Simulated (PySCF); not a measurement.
**B₃N₃H₆: fields and orbitals**

For B₃N₃H₆, the scripts below pull one bond apart with RHF, UHF and CASSCF, compute its lowest excited states and see where an electron leaves and enters.

Method: levels as typed in each script, gas phase, geometry from GFN2-xTB; program: PySCF 2.14.0.

## Step 1: The system as given

12 atoms, charge 0, spin multiplicity 1.

Bond lengths: B1–N2 1.417 Å, B1–N6 1.417 Å, B1–H7 1.175 Å, N2–B3 1.417 Å, N2–H8 1.008 Å, B3–N4 1.417 Å, B3–H9 1.175 Å, N4–B5 1.417 Å, N4–H10 1.008 Å, B5–N6 1.417 Å, B5–H11 1.175 Å, N6–H12 1.008 Å. Angles: N2–B1–N6 116.9°, N2–B1–H7 121.5°, N6–B1–H7 121.5°, B1–N2–B3 123.1°, B1–N2–H8 118.5°, B3–N2–H8 118.5°, N2–B3–N4 116.9°, N2–B3–H9 121.5°, N4–B3–H9 121.5°, B3–N4–B5 123.1°, B3–N4–H10 118.5°, B5–N4–H10 118.5°, N4–B5–N6 116.9°, N4–B5–H11 121.5°, N6–B5–H11 121.5°, B1–N6–B5 123.1°, B1–N6–H12 118.5°, B5–N6–H12 118.5°.

Geometry (Å):

```mol
B3H6N3
  3D, bonds by distance, orders not assigned

 12 12  0  0  0  0  0  0  0  0999 V2000
    1.3861   -0.3849    0.0000 B   0  0
    0.3488   -1.3501    0.0000 N   0  0
   -1.0264   -1.0079    0.0000 B   0  0
   -1.3436    0.3730    0.0000 N   0  0
   -0.3597    1.3928    0.0000 B   0  0
    0.9949    0.9771    0.0000 N   0  0
    2.5185   -0.6993    0.0000 H   0  0
    0.6010   -2.3265    0.0000 H   0  0
   -1.8648   -1.8314    0.0000 H   0  0
   -2.3153    0.6428    0.0000 H   0  0
   -0.6536    2.5307    0.0000 H   0  0
    1.7143    1.6837    0.0000 H   0  0
  1  2  8  0
  2  3  8  0
  3  4  8  0
  4  5  8  0
  5  6  8  0
  1  7  8  0
  2  8  8  0
  3  9  8  0
  4 10  8  0
  5 11  8  0
  6 12  8  0
  1  6  8  0
M  END
```

## Step 2: Stretching a bond (6-31g*)

input.py

```python
import numpy as np
from pyscf import gto, scf, mcscf

mol = gto.M(atom='''
B      1.38608    -0.38486     0.00000
N      0.34877    -1.35014     0.00000
B     -1.02635    -1.00794     0.00000
N     -1.34364     0.37303     0.00000
B     -0.35974     1.39281     0.00000
N      0.99488     0.97711     0.00000
H      2.51848    -0.69931     0.00000
H      0.60100    -2.32646     0.00000
H     -1.86485    -1.83142     0.00000
H     -2.31527     0.64275     0.00000
H     -0.65362     2.53072     0.00000
H      1.71427     1.68371     0.00000
''', basis='6-31g*', charge=0, spin=0, verbose=4)
# stretch the bond between atoms 6 and 12, from long to short, fragments rigid
a, b, move = 5, 11, [11]
xyz = mol.atom_coords(unit='Angstrom')
u = xyz[b] - xyz[a]
r0 = np.linalg.norm(u)
rows, last, dm_u = [], None, None
for r in [2.86, 2.24, 1.84, 1.58, 1.38, 1.22, 1.12, 1.02, 0.94]:
    new = xyz.copy()
    new[move] += u / r0 * (r - r0)
    m = mol.set_geom_(new, unit='Angstrom', inplace=False)
    rhf = scf.RHF(m).density_fit(auxbasis='def2-universal-jkfit').run()
    uhf = scf.UHF(m).density_fit(auxbasis='def2-universal-jkfit').newton()
    if dm_u is None:
        c = rhf.mo_coeff
        h = m.nelectron // 2 - 1
        ca, cb = c.copy(), c.copy()
        ca[:, h], cb[:, h] = (c[:, h] + c[:, h + 1]) / 2**.5, (c[:, h] - c[:, h + 1]) / 2**.5
        dm_u = np.array([x[:, :h + 1] @ x[:, :h + 1].T for x in (ca, cb)])
    uhf.kernel(dm0=dm_u)
    for _ in range(3):
        c, _, stable, _ = uhf.stability(return_status=True)
        if stable:
            break
        uhf.kernel(c, uhf.mo_occ)
    dm_u = uhf.make_rdm1()
    mc = mcscf.CASSCF(rhf, 2, 2)
    mc.natorb = True
    mc.fix_spin_(ss=0)
    guess = mcscf.addons.make_natural_orbitals(uhf)[1] if last is None else mcscf.project_init_guess(mc, last.mo_coeff, last.mol)
    mc.kernel(guess)
    last = mc
    act = slice(mc.ncore, mc.ncore + mc.ncas)
    print('r %.3f  RHF %.6f  UHF %.6f  <S^2> %.3f  CASSCF %.6f  occupations' % (r, rhf.e_tot, uhf.e_tot, uhf.spin_square()[0], mc.e_tot), mc.mo_occ[act].round(4))
    rows.append((new, rhf.e_tot, uhf.e_tot, uhf.spin_square()[0], mc.e_tot, mc.mo_occ[act], mc.mo_coeff[:, act], dm_u[0] - dm_u[1], rhf.converged and uhf.converged and mc.converged))
    np.savez('result.npz', **{k: [row[i] for row in rows] for i, k in enumerate('xyz rhf uhf s2 cas occ c spin ok'.split())})
```

On the command line:

```console
$ OMP_NUM_THREADS=1 python input.py
```

## Step 4: Excited states (CAM-B3LYP/cc-pvdz)

input.py

```python
import numpy as np
from pyscf import gto, scf, dft, tdscf
from pyscf.scf import atom_ks, atom_hf
from scipy.linalg import block_diag

def solve(mol, dm0=None, hcore=None):
    mf = (dft.UKS if mol.spin else dft.RKS)(mol, xc='camb3lyp')
    mf.grids.level = 3
    mf = mf.density_fit(auxbasis='def2-universal-jkfit')
    mf.conv_tol, mf.max_cycle = 1e-8, 80
    if hcore is not None:
        mf.get_hcore = lambda *args: hcore
    mf.kernel(dm0)
    if not mf.converged:
        mf = mf.newton().run(mf.mo_coeff, mf.mo_occ, max_cycle=30)
    assert mf.converged, 'SCF not converged'
    return mf

mol = gto.M(atom='''
B      1.38608    -0.38486     0.00000
N      0.34877    -1.35014     0.00000
B     -1.02635    -1.00794     0.00000
N     -1.34364     0.37303     0.00000
B     -0.35974     1.39281     0.00000
N      0.99488     0.97711     0.00000
H      2.51848    -0.69931     0.00000
H      0.60100    -2.32646     0.00000
H     -1.86485    -1.83142     0.00000
H     -2.31527     0.64275     0.00000
H     -0.65362     2.53072     0.00000
H      1.71427     1.68371     0.00000
''', basis='cc-pvdz', charge=0, spin=0, verbose=4)
mf = solve(mol)
td = mf.TDA()
td.nstates, td.singlet, td.conv_tol = 6, True, 1e-5
td.kernel()
td.analyze()
x, y = np.array([p[0] for p in td.xy]), np.array([p[1] + 0 * p[0] for p in td.xy])
f, mu = td.oscillator_strength(), td.transition_dipole()
nto = [td.get_nto(state=i + 1, verbose=4) for i in range(len(td.e))]
# spherically averaged free atoms, for the promolecule
atm = atom_ks.get_atm_nrks(mol, xc='camb3lyp')
pro = block_diag(*[(atm[a[0]][2] * atm[a[0]][3]) @ atm[a[0]][2].T for a in mol._atom])
np.savez('result.npz', e=td.e, f=f, ok=td.converged, w=[n[0] for n in nto], nto=[n[1] for n in nto], x=x, y=y, c=mf.mo_coeff, occ=mf.mo_occ, eps=mf.mo_energy, pro=pro, mu=mu)
```

## Step 6: Removing and adding an electron (B3LYP/def2-svpd)

input.py

```python
import numpy as np
from pyscf import gto, scf, dft
from pyscf.scf import atom_ks, atom_hf
from scipy.linalg import block_diag

def solve(mol, dm0=None, hcore=None):
    mf = (dft.UKS if mol.spin else dft.RKS)(mol, xc='b3lyp')
    mf.grids.level = 3
    mf = mf.density_fit(auxbasis='def2-universal-jkfit')
    mf.conv_tol, mf.max_cycle = 1e-8, 80
    if hcore is not None:
        mf.get_hcore = lambda *args: hcore
    mf.kernel(dm0)
    if not mf.converged:
        mf = mf.newton().run(mf.mo_coeff, mf.mo_occ, max_cycle=30)
    assert mf.converged, 'SCF not converged'
    return mf

mol = gto.M(atom='''
B      1.38608    -0.38486     0.00000
N      0.34877    -1.35014     0.00000
B     -1.02635    -1.00794     0.00000
N     -1.34364     0.37303     0.00000
B     -0.35974     1.39281     0.00000
N      0.99488     0.97711     0.00000
H      2.51848    -0.69931     0.00000
H      0.60100    -2.32646     0.00000
H     -1.86485    -1.83142     0.00000
H     -2.31527     0.64275     0.00000
H     -0.65362     2.53072     0.00000
H      1.71427     1.68371     0.00000
''', basis='def2-svpd', charge=0, spin=0, verbose=4)
mf = solve(mol)
out = dict(e0=mf.e_tot, dm0=mf.make_rdm1(), c=mf.mo_coeff, occ=mf.mo_occ, eps=mf.mo_energy)
for name, dq, spin in [('cation', 1, 1), ('anion', -1, 1)]:
    ion = mol.copy().set(charge=mol.charge + dq, spin=spin).build()
    mi = solve(ion)
    if spin and dq > 0 and mol.nao < 130:
        c, _, stable, _ = mi.stability(return_status=True)
        if not stable:
            mi = solve(ion, mi.make_rdm1(c, mi.mo_occ))
    print(name, 'vertical energy change / eV', (mi.e_tot - mf.e_tot) * 27.211386)
    out.update({'e_' + name: mi.e_tot, 'dm_' + name: mi.make_rdm1(), 's2_' + name: mi.spin_square()[0], 'eps_' + name: mi.mo_energy, 'occ_' + name: mi.mo_occ})
# spherically averaged free atoms, for the promolecule
atm = atom_ks.get_atm_nrks(mol, xc='b3lyp')
pro = block_diag(*[(atm[a[0]][2] * atm[a[0]][3]) @ atm[a[0]][2].T for a in mol._atom])
np.savez('result.npz', pro=pro, **out)
```

(Steps that only read results are left out.)

What does the calculation give? Wanted: lowest singlet excitation.

**Answer**, as computed:

| quantity | value |
| --- | --- |
| cost of the stretch to 2.9 Å, CASSCF and RHF (6-31g*) | 4.8 and 8.6 eV |
| lowest singlet excitation (CAM-B3LYP/cc-pvdz) | 7.05 eV |

**Reading.** RHF rises too steeply at long distance, since it keeps both electrons in one orbital and so mixes in ionic fragments. All values hold at the given geometry, in the gas phase.
